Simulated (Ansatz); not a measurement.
# ScTl2PtN3: the cost of one run

Program: Ansatz 0.2.0. Level of theory: DFT PBE, scalar-relativistic, plane waves, PAW, unless a step names another level. These are calculated values, not measurements.

3 further runs of the same task are left out: 1 that didn't finish, 2 set aside as unsound or not needed. Runs told in other sessions of the task aren't counted.

## (1) The structure to begin with

Symmetry: P3m1, No. 156, trigonal system. Conventional cell: a = 3.300 Å, b = 3.300 Å, c = 11.820 Å, α = 90.00°, β = 90.00°, γ = 120.00°. Around Sc (site symmetry 3m) lie 6 N at 2.16 to 2.37 Å. Around Tl (site symmetry 3m) lie 3 N at 2.80 Å and 1 Pt at 3.01 Å. Tl (site symmetry 3m) has 3 N at 2.60 Å in its first shell of neighbours. Around Pt (site symmetry 3m) lie 6 N at 2.13 to 2.17 Å. Around N (site symmetry 3m) lie 3 Sc at 2.16 Å and 3 Tl at 2.60 Å. N (site symmetry 3m) has 3 Pt at 2.17 Å and 3 Sc at 2.37 Å in its first shell of neighbours. N (site symmetry 3m) is surrounded by 3 Pt at 2.13 Å and 3 Tl at 2.80 Å.

Structure file:

```cif
data_structure
_symmetry_space_group_name_H-M 'P 1'
_symmetry_Int_Tables_number 1
_cell_length_a 3.3003
_cell_length_b 3.3003
_cell_length_c 11.8204
_cell_angle_alpha 90.000
_cell_angle_beta 90.000
_cell_angle_gamma 120.000
_cell_volume 111.50
loop_
_atom_site_label
_atom_site_type_symbol
_atom_site_fract_x
_atom_site_fract_y
_atom_site_fract_z
_atom_site_occupancy
Sc1 Sc 0.00000 0.00000 0.39242 1
Tl1 Tl 0.33333 0.66667 0.85388 1
Tl2 Tl 0.66667 0.33333 0.15609 1
Pt1 Pt 0.33333 0.66667 0.59925 1
N1 N 0.33333 0.66667 0.30579 1
N2 N 0.66667 0.33333 0.51216 1
N3 N 0.00000 0.00000 0.68041 1
```

It came out lowest among 31 distinct ends of the trial cells. At a tolerance of 0.05 Å it has space group P3m1 (No. 156).

## (2) Relaxing to 0.001 eV/Å, on the response runs' mesh and smearing

Input file input.yaml:

```yaml
crystal:
  lattice:
    - [3.300323373, 0.0, 0.0]
    - [-1.6501616865, 2.8581638817, 0.0]
    - [0.0, 0.0, 11.8204094149]
  atoms:
    - { symbol: Sc, position: [0.0, 0.0, 0.3924246262] }
    - { symbol: Tl, position: [0.3333333333, 0.6666666667, 0.8538800596] }
    - { symbol: Tl, position: [0.6666666667, 0.3333333333, 0.1560913875] }
    - { symbol: Pt, position: [0.3333333333, 0.6666666667, 0.5992523232] }
    - { symbol: "N", position: [0.3333333333, 0.6666666667, 0.3057859831] }
    - { symbol: "N", position: [0.6666666667, 0.3333333333, 0.51216051] }
    - { symbol: "N", position: [0.0, 0.0, 0.6804051104] }
basis:
  ecutwfc: 420
kpoints:
  mp_grid: { grid: [12, 12, 4] }
hamiltonian:
  xc: pbe
scf:
  occupations: { method: gaussian, width: 0.01 }
output:
  forces: true
  stress: true
  eigenvalues: true
relax:
  adjacent_minimum: "off"
  f_tol: 0.001
  max_steps: 60
  cell: { stress_tol: 0.01 }
```

On the command line:

```console
ansatz run input.yaml --threads 3 --pin off --max-ram 7680MiB --backend cpu --events-out ev --progress --plain --runs-dir out
```

What time and memory should one allow on 3 threads of Intel Xeon 6975P-C (Granite Rapids), shared host?

About 59 s, with a peak of 0.66 GiB.
